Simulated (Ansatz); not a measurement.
# GeNH2 (quartet): the correlation ladder, cc-pVTZ

One table from this session's results is given with a row withheld; the runs are named, their logs left out.

The runs use Ansatz 0.2.0, Gaussian basis; cc-pVTZ, core rule «outside noble gas», up to 15 orbitals frozen.

The runs, in order: UHF; CCSD(T) on ROHF; CCSD(T) on UHF; BCCD(T) on ROHF; CCSDT(Q) on ROHF; CCSDT(Q) on UHF; CASSCF and MRCISD+Q, 11 electrons in 10 orbitals; CASSCF and NEVPT2, 11 electrons in 10 orbitals.

3 further runs of the same task are left out: 3 set aside as unsound or not needed.

**The geometry**

The geometry is a PBE0/def2-TZVP stationary point (not a proven minimum) of the parent state, kept for this charge and spin. No spin-orbit coupling is included. The filled d shell of Ge may be among the frozen orbitals whatever the setting's name suggests; the logs give the count.

4 atoms, charge 0, spin multiplicity 4.

Atoms are counted from 1 here; the program's logs count them from 0.

Bond lengths: Ge1–N2 1.732 Å, Ge1–H3 1.532 Å, Ge1–H4 1.532 Å. Angles: N2–Ge1–H3 122.5°, N2–Ge1–H4 122.5°, H3–Ge1–H4 115.0°.

The first run:

File in.yaml:

```yaml
crystal:
  periodic: [false, false, false]
  atoms:
    - {symbol: Ge, position_ang: [0.000000, 0.000000, 0.254906]}
    - {symbol: N, position_ang: [0.000000, 0.000000, -1.477093]}
    - {symbol: H, position_ang: [0.000000, 1.292510, 1.077857]}
    - {symbol: H, position_ang: [0.000000, -1.292509, 1.077857]}
basis:
  gaussian: {orbitals: cc-pVTZ}
magnetization: {spin_polarized: true, initial_magnetization: 3}
hamiltonian: {xc: hf}
output: {orbitals: {seedname: orbitals}}
```

Command:

```console
> ansatz run in.yaml --threads 1 --pin off --events-out ev --progress --plain --max-ram 4096MiB --backend cpu
```

Among the steps run: UHF; CCSD(T) on ROHF; CCSD(T) on UHF; BCCD(T) on ROHF; CCSDT(Q) on ROHF; CCSDT(Q) on UHF; CASSCF and MRCISD+Q, 11 electrons in 10 orbitals; CASSCF and NEVPT2, 11 electrons in 10 orbitals.

One table of the session follows, with a row left open; its other results are not shown here.

It belongs to the step «Misses and costs». 

| method | from UCCSDT(Q) (kJ/mol) |
| --- | --- |
| ROHF | +737.9 |
| UHF | +710.9 |
| RMP2 | +117.0 |
| UMP2 | ? |
| RCCSD | +27.6 |
| UCCSD | +26.5 |
| RCCSD(T) | +5.0 |
| UCCSD(T) | +4.4 |
| BCCD(T) | +4.9 |
| RCCSDT | +1.6 |
| UCCSDT | +0.9 |
| RCCSDT(Q) | +0.7 |
| UCCSDT(Q) | 0 |
| CASSCF valence | +585.0 |
| NEVPT2 valence | +116.0 |
| MRCISD valence | +47.5 |
| MRCISD+Q valence | +6.9 |

Estimate the missing values for UMP2.

The run gave: from UCCSDT(Q) (kJ/mol): +119.9. In the column «from UCCSDT(Q) (kJ/mol)» it lies between RMP2 (+117.0) and CASSCF valence (+585.0).

To keep in mind: Restricted and unrestricted rows rest on different reference determinants; where their highest levels disagree by more than a few hundredths of an eV, they describe different states and don't form one ladder.
